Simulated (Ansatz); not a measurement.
**Tc: equation of state**

An exercise on one series of results from a longer session: the logs are not shown, and one member is left open.

Method: DFT PBEsol, scalar-relativistic, in Ansatz 0.2.0.

**Starting point**

It takes space group Fm-3m (No. 225, cubic). The conventional cell has a = 3.900 Å, b = 3.900 Å, c = 3.900 Å, α = 90.00°, β = 90.00°, γ = 90.00°. Around Tc (site symmetry m-3m) lie 12 Tc at 2.76 Å.

Coordinates:

```cif
data_structure
_symmetry_space_group_name_H-M 'P 1'
_symmetry_Int_Tables_number 1
_cell_length_a 2.7577
_cell_length_b 2.7577
_cell_length_c 2.7577
_cell_angle_alpha 60.000
_cell_angle_beta 60.000
_cell_angle_gamma 60.000
_cell_volume 14.83
loop_
_atom_site_label
_atom_site_type_symbol
_atom_site_fract_x
_atom_site_fract_y
_atom_site_fract_z
_atom_site_occupancy
Tc1 Tc 0.00000 0.00000 0.00000 1
```

The first run:

input.yaml reads:

```yaml
crystal:
  lattice:
    - [0.0, 1.923645418, 1.923645418]
    - [1.923645418, 0.0, 1.923645418]
    - [1.923645418, 1.923645418, 0.0]
  atoms:
    - { symbol: Tc, position: [0.0, 0.0, 0.0] }
kpoints:
  mp_grid: { grid: [18, 18, 18] }
  band_path:
    path:
      - [0.0, 0.0, 0.0]
      - [0.5, 0.0, 0.5]
      - [0.625, 0.25, 0.625]
      - [0.375, 0.375, 0.75]
      - [0.0, 0.0, 0.0]
      - [0.5, 0.5, 0.5]
      - [0.5, 0.25, 0.75]
      - [0.5, 0.0, 0.5]
    npoints: 5
scf:
  occupations: { method: fermi_dirac, width: 0.03 }
hamiltonian:
  xc: pbesol
  pseudopotentials: { kind: all_electron, lapw: { basis_error: 0.00025 } }
output:
  forces: true
  stress: true
  eigenvalues: true
```

On the command line:

```console
> ansatz run input.yaml --threads 1 --pin off --max-ram 3072MiB --backend cpu --events-out ev --progress --plain --runs-dir out
```

Steps of the session up to this table: Volume × 0.96, LAPW; Volume × 0.96, PAW; Volume × 0.96, crystal datasets; Volume × 0.99, LAPW; Volume × 0.99, PAW; Volume × 0.99, crystal datasets; Volume × 1.02, LAPW; Volume × 1.02, PAW; Volume × 1.02, crystal datasets; Volume × 1.06, LAPW; Volume × 1.06, PAW; Volume × 1.06, crystal datasets.

One of the session's tables, all rows but one given; the rest of the session is left out.

| method | volume (Å³/atom) | pressure (GPa) |
| --- | --- | --- |
| LAPW | 14.237 | -3.64 |
| LAPW | 14.681 | -12.53 |
| LAPW | 15.126 | -19.99 |
| LAPW | 15.720 | -28.09 |
| PAW | 14.237 | -3.63 |
| PAW | 14.681 | ? |
| PAW | 15.126 | -19.98 |
| PAW | 15.720 | -28.07 |
| crystal datasets | 14.237 | -3.64 |
| crystal datasets | 14.681 | -12.53 |
| crystal datasets | 15.126 | -19.99 |
| crystal datasets | 15.720 | -28.08 |

Q: Estimate the row for PAW, 14.681 from the others.

The run gave: pressure (GPa): -12.51. In the column «pressure (GPa)» it lies between crystal datasets, 14.681 (-12.53) and LAPW, 14.237 (-3.64).

Limits of these values: Warnings in the runs' records: gradients without spin orbit, crystal datasets made.
